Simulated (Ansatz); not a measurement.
# Cl− with NH₃: superposition error and deformation, part 2 of 2

Ansatz 0.2.0, Gaussian basis.

## (11) B3LYP-D4/def2-TZVPPD

The input, free-b/in.yaml:

```yaml
crystal:
  periodic: [false, false, false]
  atoms:
    - {symbol: N, position_ang: [-0.116023, 0.198486, 0.774988]}
    - {symbol: H, position_ang: [0.871624, 0.336772, 0.949636]}
    - {symbol: H, position_ang: [-0.335989, -0.751443, 1.047612]}
    - {symbol: H, position_ang: [-0.252083, 0.259304, -0.226514]}
basis:
  gaussian: {orbitals: "def2-TZVPPD.json"}
hamiltonian: {xc: {name: B3LYP}, dispersion: d4}
```

On the command line:

```console
$ ansatz run in.yaml --threads 2 --pin off --events-out ev --progress --plain --max-ram 5222MiB
```

What it wrote:

```text
Functional definition: B3LYP
  name "B3LYP"
  cite "Stephens, Devlin, Chabalowski & Frisch, J. Phys. Chem. 98, 11623 (1994) doi:10.1021/j100096a001"
  cite "Becke, Phys. Rev. A 38, 3098 (1988) doi:10.1103/PhysRevA.38.3098"
  cite "Lee, Yang & Parr, Phys. Rev. B 37, 785 (1988) doi:10.1103/PhysRevB.37.785"
  cite "Vosko, Wilk & Nusair, Can. J. Phys. 58, 1200 (1980) doi:10.1139/p80-159"
  parameter a0 = 0.2
  parameter ax = 0.72
  parameter ac = 0.81
  exchange = (1 - a0 - ax)*slater_x + ax*b88_x + a0*exact_x
  correlation = (1 - ac)*vwn_rpa_c + ac*lyp_c
356 factors; their error is unknown
mean field evaluation 1: about -1533.4424 eV, gradient 5.9e1 eV
mean field evaluation 2: about -1522.6484 eV, gradient 8.7e1 eV
mean field evaluation 4: about -1539.8999 eV, gradient 5.4e-1 eV
mean field evaluation 8: about -1539.9001 eV, gradient 2.6e-1 eV
mean field -1539.90012620 eV, -56.5902858559 hartree, gradient 1.3e-5 eV, S^2 0.000000; 0 other end points of the search recorded, 0 dependent functions left out
reference -1539.90029213 eV, -56.5902919540 hartree; 5, 5 occupied and 83, 83 virtual orbitals, 356 factors
Total energy: -1539.91835180 eV, -56.5909556344 hartree
```

Run time: 0.35 s. Hardware: 2 threads of Intel Xeon Platinum 8488C, shared host.

## (12) wB97X-V/def2-TZVPPD

free-b/in.yaml, as its differences from that of step 11:

```diff
@@ -9,2 +9,2 @@
   gaussian: {orbitals: "def2-TZVPPD.json"}
-hamiltonian: {xc: {name: B3LYP}, dispersion: d4}
+hamiltonian: {xc: {name: wB97X-V}}
```

On the command line:

```console
$ ansatz run in.yaml --threads 2 --pin off --events-out ev --progress --plain --max-ram 5222MiB
```

What it wrote, cut to the lines that bear on the results:

```text
[... 5 set-up lines as earlier in the session ...]
[...]
      + integral(e_c_pw_opposite_spin*poly(b97_u_opposite, cos0, cos1)) + vv10(b, c)
356 factors; their error is unknown
117 factors; integrals over basis functions are off by at most 7.0e-6 eV
[...]
mean field -1539.18336235 eV, -56.5639452702 hartree, gradient 2.7e-5 eV, S^2 0.000000; 0 other end points of the search recorded, 0 dependent functions left out
reference -1539.18336102 eV, -56.5639452215 hartree; 5, 5 occupied and 83, 83 virtual orbitals, 356 factors
Total energy: -1539.18336102 eV, -56.5639452215 hartree
```

Wall time 0.75 s (2 threads of Intel Xeon Platinum 8488C, shared host).

## (13) wB97M-V/def2-TZVPPD

free-b/in.yaml, as its differences from that of step 12:

```diff
@@ -9,2 +9,2 @@
   gaussian: {orbitals: "def2-TZVPPD.json"}
-hamiltonian: {xc: {name: wB97X-V}}
+hamiltonian: {xc: {name: wB97M-V}}
```

On the command line:

```console
$ ansatz run in.yaml --threads 2 --pin off --events-out ev --progress --plain --max-ram 5222MiB
```

What it wrote, cut to the lines that bear on the results:

```text
[... 5 set-up lines as earlier in the session ...]
  # Of w^i u^j: cxij and so on, Table III.
[...]
  gx(w, u) = 1 - cx + cx01*u + cx10*w
  gss(w, u) = css00 + css04*u^4 + css10*w + css20*w^2 + css43*w^4*u^3
  gos(w, u) = cos00 + cos10*w + (cos20 + cos21*u)*w^2 + (cos60 + cos61*u)*w^6
[...]
      + integral(e_c_pw_mod_opposite_spin*gos(b97_w_opposite, b97_u_opposite)) + vv10(b, c)
356 factors; their error is unknown
117 factors; integrals over basis functions are off by at most 7.0e-6 eV
[...]
mean field -1538.88755769 eV, -56.5530746495 hartree, gradient 3.1e-6 eV, S^2 0.000000; 0 other end points of the search recorded, 0 dependent functions left out
reference -1538.88759077 eV, -56.5530758654 hartree; 5, 5 occupied and 83, 83 virtual orbitals, 356 factors
Total energy: -1538.88759077 eV, -56.5530758654 hartree
```

It took 0.75 s on 2 threads of Intel Xeon Platinum 8488C, shared host.

## (14) B2PLYP/def2-TZVPPD

free-b/in.yaml, as its differences from that of step 13:

```diff
@@ -9,2 +9,2 @@
   gaussian: {orbitals: "def2-TZVPPD.json"}
-hamiltonian: {xc: {name: wB97M-V}}
+hamiltonian: {xc: {name: B2PLYP}}
```

On the command line:

```console
$ ansatz run in.yaml --threads 2 --pin off --events-out ev --progress --plain --max-ram 5222MiB
```

What it wrote, cut to the lines that bear on the results:

```text
[... 5 set-up lines as earlier in the session ...]
[...]
497 factors; integrals over basis functions are off by at most 1.1e-3 eV
[...]
mean field -1536.41578887 eV, -56.4622388209 hartree, gradient 1.7e-6 eV, S^2 0.000000; 0 other end points of the search recorded, 0 dependent functions left out
1 core orbitals not correlated: weight in the atoms' cores, before any rotation towards them, 1.000 or more for the frozen orbitals, at most 0.000 for the correlated occupied ones
reference -1536.41589246 eV, -56.4622426278 hartree; 4, 4 occupied and 83, 83 virtual orbitals, 497 factors
second order -7.69346071 eV of doubles, -0.00000000 eV of singles
Total energy: -1538.49312685 eV, -56.5385795837 hartree
```

Wall time 0.5 s (2 threads of Intel Xeon Platinum 8488C, shared host).

## (15) BLYP-D4/def2-TZVPPD

free-b/in.yaml, as its differences from that of step 14:

```diff
@@ -9,2 +9,2 @@
   gaussian: {orbitals: "def2-TZVPPD.json"}
-hamiltonian: {xc: {name: B2PLYP}}
+hamiltonian: {xc: {name: BLYP}, dispersion: d4}
```

On the command line:

```console
$ ansatz run in.yaml --threads 2 --pin off --events-out ev --progress --plain --max-ram 5222MiB
```

What it wrote, cut to the lines that bear on the results:

```text
Functional definition: BLYP
  name "BLYP"
[... 2 set-up lines as earlier in the session ...]
  parameter beta = 0.0042
  parameter a = 0.04918
  parameter b = 0.132
  parameter c = 0.2533
  parameter d = 0.349
  exchange = b88_x(beta = beta)
  correlation = lyp_c(a = a, b = b, c = c, d = d)
356 factors; their error is unknown
mean field evaluation 1: about -1530.1532 eV, gradient 7.0e1 eV
mean field evaluation 2: about -1497.4184 eV, gradient 1.2e2 eV
mean field evaluation 4: about -1539.1622 eV, gradient 2.2e0 eV
mean field evaluation 8: about -1539.1653 eV, gradient 2.8e-2 eV
mean field -1539.16526006 eV, -56.5632800235 hartree, gradient 2.1e-5 eV, S^2 0.000000; 0 other end points of the search recorded, 0 dependent functions left out
reference -1539.16548964 eV, -56.5632884603 hartree; 5, 5 occupied and 83, 83 virtual orbitals, 356 factors
Total energy: -1539.19293719 eV, -56.5642971393 hartree
```

Wall time 0.3 s (2 threads of Intel Xeon Platinum 8488C, shared host).

## (16) revPBE-D4/def2-TZVPPD

free-b/in.yaml, as its differences from that of step 15:

```diff
@@ -9,2 +9,2 @@
   gaussian: {orbitals: "def2-TZVPPD.json"}
-hamiltonian: {xc: {name: BLYP}, dispersion: d4}
+hamiltonian: {xc: {name: revPBE}, dispersion: d4}
```

On the command line:

```console
$ ansatz run in.yaml --threads 2 --pin off --events-out ev --progress --plain --max-ram 5222MiB
```

What it wrote, cut to the lines that bear on the results:

```text
Functional definition: revPBE
  name "revPBE"
  cite "Zhang & Yang, Phys. Rev. Lett. 80, 890 (1998) doi:10.1103/PhysRevLett.80.890"
[... 1 set-up line as earlier in the session ...]
  parameter kappa = 1.245
[... 3 set-up lines as earlier in the session ...]
356 factors; their error is unknown
mean field evaluation 1: about -1531.4955 eV, gradient 6.5e1 eV
mean field evaluation 2: about -1504.7002 eV, gradient 1.1e2 eV
mean field evaluation 4: about -1539.3354 eV, gradient 1.9e0 eV
mean field evaluation 8: about -1539.3364 eV, gradient 2.7e-2 eV
mean field -1539.33640477 eV, -56.5695694755 hartree, gradient 6.2e-5 eV, S^2 0.000000; 0 other end points of the search recorded, 0 dependent functions left out
reference -1539.33643868 eV, -56.5695707219 hartree; 5, 5 occupied and 83, 83 virtual orbitals, 356 factors
Total energy: -1539.39086852 eV, -56.5715709817 hartree
```

Run time: 0.25 s. Hardware: 2 threads of Intel Xeon Platinum 8488C, shared host.

## (17) B97M-V/def2-TZVPPD

free-b/in.yaml, as its differences from that of step 16:

```diff
@@ -9,2 +9,2 @@
   gaussian: {orbitals: "def2-TZVPPD.json"}
-hamiltonian: {xc: {name: revPBE}, dispersion: d4}
+hamiltonian: {xc: {name: B97M-V}}
```

On the command line:

```console
$ ansatz run in.yaml --threads 2 --pin off --events-out ev --progress --plain --max-ram 5222MiB
```

What it wrote, cut to the lines that bear on the results:

```text
[... 5 set-up lines as earlier in the session ...]
  # Of w^i u^j: cxij and so on, Table III.
[...]
  gx(w, u) = cx00 + cx01*u + cx02*u^2 + (cx10 + cx11*u)*w
  gss(w, u) = css00 + css02*u^2 + css10*w + (css32*w^3 + css42*w^4)*u^2
  gos(w, u) = cos00 + cos01*u + cos03*u^3 + cos10*w + cos32*w^3*u^2
[...]
      + integral(e_c_pw_mod_opposite_spin*gos(b97_w_opposite, b97_u_opposite)) + vv10(b, c)
356 factors; their error is unknown
[...]
mean field -1539.43529507 eV, -56.5732036270 hartree, gradient 5.4e-5 eV, S^2 0.000000; 0 other end points of the search recorded, 0 dependent functions left out
reference -1539.43533487 eV, -56.5732050896 hartree; 5, 5 occupied and 83, 83 virtual orbitals, 356 factors
Total energy: -1539.43533487 eV, -56.5732050896 hartree
```

It took 0.75 s on 2 threads of Intel Xeon Platinum 8488C, shared host.

## (18) HSE06-D4/def2-TZVPPD

free-b/in.yaml, as its differences from that of step 17:

```diff
@@ -9,2 +9,2 @@
   gaussian: {orbitals: "def2-TZVPPD.json"}
-hamiltonian: {xc: {name: B97M-V}}
+hamiltonian: {xc: hse06, dispersion: d4}
```

On the command line:

```console
$ ansatz run in.yaml --threads 2 --pin off --events-out ev --progress --plain --max-ram 5222MiB
```

What it wrote, cut to the lines that bear on the results:

```text
Functional definition: HSE06
  name "HSE06"
  cite "Heyd, Scuseria & Ernzerhof, J. Chem. Phys. 118, 8207 (2003) doi:10.1063/1.1564060"
  cite "Krukau, Vydrov, Izmaylov & Scuseria, J. Chem. Phys. 125, 224106 (2006) doi:10.1063/1.2404663"
  cite "Heyd & Scuseria, J. Chem. Phys. 120, 7274 (2004) doi:10.1063/1.1668634"
  cite "Ernzerhof & Perdew, J. Chem. Phys. 109, 3313 (1998) doi:10.1063/1.476928"
[... 2 set-up lines as earlier in the session ...]
[...]
  # The whole range is PBE's own exchange, as in plane waves. The composition of these papers is wPBEh.
[...]
356 factors; their error is unknown
44 factors; integrals over basis functions are off by at most 2.7e-6 eV
[...]
mean field -1537.82552024 eV, -56.5140454931 hartree, gradient 3.1e-5 eV, S^2 0.000000; 0 other end points of the search recorded, 0 dependent functions left out
reference -1537.82554669 eV, -56.5140464652 hartree; 5, 5 occupied and 83, 83 virtual orbitals, 356 factors
Total energy: -1537.83374808 eV, -56.5143478607 hartree
```

Wall time 0.35 s (2 threads of Intel Xeon Platinum 8488C, shared host).

## (19) CCSD(T)/def2-TZVPPD

free-b/in.yaml, as its differences from that of step 18:

```diff
@@ -9,2 +9,2 @@
   gaussian: {orbitals: "def2-TZVPPD.json"}
-hamiltonian: {xc: hse06, dispersion: d4}
+correlation: {method: ccsd_t}
```

On the command line:

```console
$ ansatz run in.yaml --threads 2 --pin off --events-out ev --progress --plain --max-ram 5222MiB
```

What it wrote, cut to the lines that bear on the results:

```text
[... 4 set-up lines as earlier in the session ...]
[...]
497 factors; integrals over basis functions are off by at most 1.1e-3 eV
[...]
mean field -1529.87725913 eV, -56.2219522851 hartree, gradient 5.0e-7 eV, S^2 0.000000; 0 other end points of the search recorded, 0 dependent functions left out
1 core orbitals not correlated: weight in the atoms' cores, before any rotation towards them, 1.000 or more for the frozen orbitals, at most 0.000 for the correlated occupied ones
reference -1529.87725913 eV, -56.2219522851 hartree; 4, 4 occupied and 83, 83 virtual orbitals, 497 factors
second order -6.43510478 eV of doubles, -0.00000000 eV of singles
cycle   1  -6.61115617 eV  change   -1.8e-1 eV  update   4.2e-2
[...]
cycle   9  -6.76741241 eV  change    3.3e-6 eV  update   5.7e-6
perturbative correction -0.21606446 eV, -0.0079402224 hartree
Total energy: -1536.86073600 eV, -56.4785903265 hartree
```

Wall time 0.7 s (2 threads of Intel Xeon Platinum 8488C, shared host).

## (20) The split

```
      method  interaction with counterpoise (kJ/mol)  without  superposition error  deformation  binding energy
      PBE-D4                                  -40.48   -41.00                 0.52         0.28          -40.19
   revPBE-D4                                  -38.25   -38.74                 0.49         0.00          -38.24
     BLYP-D4                                  -37.50   -38.10                 0.60         0.48          -37.02
   r2SCAN-D4                                  -38.75   -39.10                 0.36         0.90          -37.84
      B97M-V                                  -36.34   -36.84                 0.50         0.92          -35.42
     PBE0-D4                                  -39.38   -39.79                 0.41         1.35          -38.04
    B3LYP-D4                                  -37.87   -38.36                 0.50         1.43          -36.44
    HSE06-D4                                  -39.39   -39.80                 0.41         1.30          -38.09
     wB97X-V                                  -36.97   -37.47                 0.50         1.49          -35.48
     wB97M-V                                  -36.85   -37.26                 0.41         1.48          -35.37
      B2PLYP                                  -34.18   -35.38                 1.20         1.49          -32.69
Hartree-Fock                                  -25.67   -25.91                 0.24         3.41          -22.26
         MP2                                  -35.27   -38.16                 2.89         1.32          -33.95
        CCSD                                  -33.03   -35.69                 2.66         1.26          -31.77
     CCSD(T)                                  -34.49   -37.58                 3.10         0.93          -33.56
```

## (21) Outcome

The summary covers parts 1 to 2.

| quantity | value |
| --- | --- |
| interaction, CCSD(T) | -34.49 kJ/mol |
| superposition error | 3.10 kJ/mol |
| deformation | 0.93 kJ/mol |
| binding energy | -33.56 kJ/mol |

In this basis the superposition error is 3.10 kJ/mol for CCSD(T) and 0.47 kJ/mol on average for the plain functionals: correlated methods borrow far more, since they need many more functions to converge. Deformation takes back 3 % of the interaction.
